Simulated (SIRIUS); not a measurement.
# Si7Sn (Im-3m) in SIRIUS: reference runs

Reference runs on Si7Sn: the cell as given.

All numbers are computed with SIRIUS 7.10.0; they aren't measurements. Logs are shortened: lines on timing, memory, paths and dates and some standing lists are left out, and cuts for length are marked. The log counts tension as positive stress, the text compression.

### Step 1. The structure

Symmetry: Im-3m, No. 229, cubic system. Conventional cell: a = 6.422 Å, b = 6.422 Å, c = 6.422 Å, α = 90.00°, β = 90.00°, γ = 90.00°. Si (site symmetry 4/mmm) is surrounded by 8 Si at 2.78 Å. Around Si (site symmetry -3m) lie 6 Si at 2.78 Å and 2 Sn at 2.78 Å. Sn (site symmetry m-3m) has 8 Si at 2.78 Å as nearest neighbours.

The cell was built by a generator and needn't be a form met in nature.

### Step 2. Single point, PBE

File sirius.json:

```json
{
  "control": {
    "processing_unit": "cpu",
    "verbosity": 2,
    "num_bands_to_print": 31,
    "print_forces": true,
    "print_stress": true
  },
  "parameters": {
    "electronic_structure_method": "pseudopotential",
    "xc_functionals": ["XC_GGA_X_PBE", "XC_GGA_C_PBE"],
    "gk_cutoff": 8.5,
    "pw_cutoff": 17.0,
    "ngridk": [6, 6, 6],
    "shiftk": [0, 0, 0],
    "smearing": "fermi_dirac",
    "smearing_width": 0.0018374661,
    "num_bands": 31,
    "num_mag_dims": 0,
    "num_dft_iter": 100,
    "energy_tol": 1e-08,
    "density_tol": 1e-06
  },
  "iterative_solver": {
    "type": "davidson",
    "min_tolerance": 1e-09,
    "tolerance_scale": [0.1, 0.25]
  },
  "mixer": {
    "type": "anderson",
    "beta": 0.7,
    "max_history": 8
  },
  "settings": {
    "tol_ne": 1e-10,
    "pseudo_grid_cutoff": 6.5
  },
  "unit_cell": {
    "lattice_vectors": [
      [-6.068345223182, 6.068345223182, 6.068345223182],
      [6.068345223182, -6.068345223182, 6.068345223182],
      [6.068345223182, 6.068345223182, -6.068345223182]
    ],
    "atom_coordinate_units": "lattice",
    "atom_types": ["Si", "Sn"],
    "atom_files": {
      "Sn": "Sn.json",
      "Si": "Si.json"
    },
    "atoms": {
      "Si": [
        [0.0, 0.5, 0.5],
        [0.5, 0.5, 0.0],
        [0.5, 0.0, 0.5],
        [0.0, 0.0, 0.5],
        [0.0, 0.5, 0.0],
        [0.5, 0.0, 0.0],
        [0.5, 0.5, 0.5]
      ],
      "Sn": [
        [0.0, 0.0, 0.0]
      ]
    }
  }
}
```

Potentials or basis: PseudoDojo 0.4.1 PBE standard (scalar relativistic).

Command:

```console
$ upf_to_json Sn.upf
$ upf_to_json Si.upf
$ OMP_NUM_THREADS=1 sirius.scf --input=sirius.json --output=out.json --task=0
```

The log of the run:

```text
[info] SIRIUS version : 7.10.0
[info] number of MPI ranks           : 1
[info] MPI grid                      : 1 1
[info] maximum number of OMP threads : 1
[fft] FFT context for density and potential
[fft] =====================================
[fft]   comm size                             : 1
[fft]   plane wave cutoff                     : 17
[fft]   grid size                             : 60 60 60   total : 216000
[fft]   grid limits                           : -29 30   -29 30   -29 30
[fft]   number of G-vectors within the cutoff : 37207
[fft]   local number of G-vectors             : 37207
[fft]   number of G-shells                    : 1823
[fft] FFT context for coarse grid
[fft] =====================================
[fft]   comm size                             : 1
[fft]   plane wave cutoff                     : 17
[fft]   grid size                             : 60 60 60   total : 216000
[fft]   grid limits                           : -29 30   -29 30   -29 30
[fft]   number of G-vectors within the cutoff : 37207
[fft]   local number of G-vectors             : 37207
[fft]   number of G-shells                    : 1823
[unit cell] lattice vectors
[unit cell]   a1 :      -6.0683452232      6.0683452232      6.0683452232
[unit cell]   a2 :       6.0683452232     -6.0683452232      6.0683452232
[unit cell]   a3 :       6.0683452232      6.0683452232     -6.0683452232
[unit cell] reciprocal lattice vectors
[unit cell]   b1 :       0.0000000000      0.5177017025      0.5177017025
[unit cell]   b2 :       0.5177017025      0.0000000000      0.5177017025
[unit cell]   b3 :       0.5177017025      0.5177017025      0.0000000000
[unit cell] unit cell volume :       893.86273040 [a.u.^3]
[unit cell] 1/sqrt(omega)    :         0.03344757
[unit cell] MT volume        :         0.00000000 ( 0.00%)
[unit cell] IT volume        :       893.86273040 (100.00%)
[unit cell] number of atom types : 2
[unit cell] type id : 0 symbol : Si mt_radius :  15.090000 num_atoms : 7
[unit cell] type id : 1 symbol : Sn mt_radius :  16.270000 num_atoms : 1
[unit cell] total number of atoms : 8
[unit cell] number of symmetry classes : 3
[unit cell] number of PAW atoms : 0
[unit cell] atom id  type id  class id             position                      vector_field
[unit cell] ------------------------------------------------------------------------------------------
[unit cell]      0        0        0      0.00000   0.50000   0.50000      0.00000   0.00000   0.00000
[unit cell]      1        0        0      0.50000   0.50000   0.00000      0.00000   0.00000   0.00000
[unit cell]      2        0        0      0.50000   0.00000   0.50000      0.00000   0.00000   0.00000
[unit cell]      3        0        1      0.00000   0.00000   0.50000      0.00000   0.00000   0.00000
[unit cell]      4        0        1      0.00000   0.50000   0.00000      0.00000   0.00000   0.00000
[unit cell]      5        0        1      0.50000   0.00000   0.00000      0.00000   0.00000   0.00000
[... 387 lines left out ...]
[ground_state] -2860.792603    0.000000   -0.000000
[ground_state]     0.000000-2860.792603   -0.000000
[ground_state]    -0.000000   -0.000000-2860.792603
[ground_state] === stress_core ===
[ground_state]  5338.529883   -0.000000    0.000000
[ground_state]    -0.000000 5338.529883    0.000000
[ground_state]     0.000000    0.000000 5338.529883
[ground_state] === stress_nonloc ===
[ground_state]  4087.649219   -0.000000    0.000000
[ground_state]    -0.000000 4087.649219    0.000000
[ground_state]     0.000000    0.000000 4087.649219
[ground_state] === stress_us_nl ===
[ground_state]  4087.649219   -0.000000    0.000000
[ground_state]    -0.000000 4087.649219    0.000000
[ground_state]     0.000000    0.000000 4087.649219
[ground_state] === stress_total ===
[ground_state]    -7.562321   -0.000000   -0.000000
[ground_state]    -0.000000   -7.562321    0.000000
[ground_state]    -0.000000    0.000000   -7.562321
[ground_state] ==== total Forces in Ha/bohr =====
[ground_state] atom:    0, force:       0.0000000      0.0000000      0.0000000
[ground_state] atom:    1, force:       0.0000000      0.0000000      0.0000000
[ground_state] atom:    2, force:       0.0000000      0.0000000      0.0000000
[ground_state] atom:    3, force:       0.0000000      0.0000000      0.0000000
[ground_state] atom:    4, force:       0.0000000      0.0000000      0.0000000
[ground_state] atom:    5, force:       0.0000000      0.0000000      0.0000000
[ground_state] atom:    6, force:       0.0000000      0.0000000      0.0000000
[ground_state] atom:    7, force:       0.0000000      0.0000000      0.0000000
[ground_state] ==== ultrasoft contribution from Qij =====
[ground_state] atom:    0, force:       0.0000000      0.0000000      0.0000000
[ground_state] atom:    1, force:       0.0000000      0.0000000      0.0000000
[ground_state] atom:    2, force:       0.0000000      0.0000000      0.0000000
[ground_state] atom:    3, force:       0.0000000      0.0000000      0.0000000
[ground_state] atom:    4, force:       0.0000000      0.0000000      0.0000000
[ground_state] atom:    5, force:       0.0000000      0.0000000      0.0000000
[ground_state] atom:    6, force:       0.0000000      0.0000000      0.0000000
[ground_state] atom:    7, force:       0.0000000      0.0000000      0.0000000
[ground_state] ==== non-local contribution from Beta-projector =====
[ground_state] atom:    0, force:       0.0000000      0.0000000      0.0000000
[ground_state] atom:    1, force:       0.0000000      0.0000000      0.0000000
[ground_state] atom:    2, force:       0.0000000      0.0000000      0.0000000
[ground_state] atom:    3, force:       0.0000000      0.0000000      0.0000000
[ground_state] atom:    4, force:       0.0000000      0.0000000      0.0000000
[ground_state] atom:    5, force:       0.0000000      0.0000000      0.0000000
[ground_state] atom:    6, force:       0.0000000      0.0000000      0.0000000
[ground_state] atom:    7, force:       0.0000000      0.0000000      0.0000000
[ground_state] ==== contribution from local potential =====
[ground_state] atom:    0, force:       0.0000000      0.0000000      0.0000000
[ground_state] atom:    1, force:       0.0000000      0.0000000      0.0000000
[ground_state] atom:    2, force:       0.0000000      0.0000000      0.0000000
[ground_state] atom:    3, force:       0.0000000      0.0000000      0.0000000
[ground_state] atom:    4, force:       0.0000000      0.0000000      0.0000000
[ground_state] atom:    5, force:       0.0000000      0.0000000      0.0000000
[ground_state] atom:    6, force:       0.0000000      0.0000000      0.0000000
[ground_state] atom:    7, force:       0.0000000      0.0000000      0.0000000
[ground_state] ==== contribution from core density =====
[ground_state] atom:    0, force:       0.0000000      0.0000000      0.0000000
[ground_state] atom:    1, force:       0.0000000      0.0000000      0.0000000
[ground_state] atom:    2, force:       0.0000000      0.0000000      0.0000000
[ground_state] atom:    3, force:       0.0000000      0.0000000      0.0000000
[ground_state] atom:    4, force:       0.0000000      0.0000000      0.0000000
[ground_state] atom:    5, force:       0.0000000      0.0000000      0.0000000
[ground_state] atom:    6, force:       0.0000000      0.0000000      0.0000000
[ground_state] atom:    7, force:       0.0000000      0.0000000      0.0000000
[ground_state] ==== Ewald forces from ions =====
[ground_state] atom:    0, force:       0.0000000      0.0000000      0.0000000
[ground_state] atom:    1, force:       0.0000000      0.0000000      0.0000000
[ground_state] atom:    2, force:       0.0000000      0.0000000      0.0000000
[ground_state] atom:    3, force:       0.0000000      0.0000000      0.0000000
[ground_state] atom:    4, force:       0.0000000      0.0000000      0.0000000
[ground_state] atom:    5, force:       0.0000000      0.0000000      0.0000000
[ground_state] atom:    6, force:       0.0000000      0.0000000      0.0000000
[ground_state] atom:    7, force:       0.0000000      0.0000000      0.0000000
[~DFT_ground_state] local op. applied: 14019
[~DFT_ground_state] evp. work count: 1814.45
[~DFT_ground_state] number of iterative solver steps: 819
```

Run time: 2.8 min. Hardware: 1 thread of Arm Neoverse V1, shared host; peak memory 0.8 GiB.

What came out:

```
Free energy            : -2945.5888 eV
Pressure               : 0.8 GPa
Band gap on the k mesh : none (metal or under the smearing width)
```
